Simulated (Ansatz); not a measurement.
# HMoO: the cost of one run

Computed with Ansatz 0.2.0, Gaussian basis. Level: def2-QZVPP, core rule «outside noble gas», up to 5 orbitals frozen.

The runs, in order: UHF; ROHF; CCSD(T) on UHF.

## 1. The geometry

The geometry is a PBE0/def2-TZVP stationary point (not a proven minimum) of the parent state, kept for this charge and spin. No spin-orbit coupling is included. Elements past krypton take def2 core potentials.

3 atoms, charge 1, spin multiplicity 3.

Atoms are counted from 1 here; the program's logs count them from 0.

Bond lengths: Mo1–O2 1.664 Å, Mo1–H3 1.736 Å. Angles: O2–Mo1–H3 119.1°.

## 2. UHF

in.yaml

```yaml
crystal:
  periodic: [false, false, false]
  atoms:
    - {symbol: Mo, position_ang: [0.000000, -0.034652, 0.225883]}
    - {symbol: O, position_ang: [0.000000, 0.119816, -1.430599]}
    - {symbol: H, position_ang: [0.000000, 1.396431, 1.207924]}
basis:
  gaussian: {orbitals: "def2-QZVPP.json"}
total_charge: 1
magnetization: {spin_polarized: true, initial_magnetization: 2}
hamiltonian: {xc: hf}
output: {orbitals: {seedname: orbitals}}
```

Launch:

```console
$ ansatz run in.yaml --threads 1 --pin off --events-out ev --progress --plain --max-ram 4096MiB --backend cpu
```

**Question.** How long does this run take on 1 thread of AMD EPYC 7R13, shared host, and how much memory does it need?

About 30 s, with a peak of 0.38 GiB.
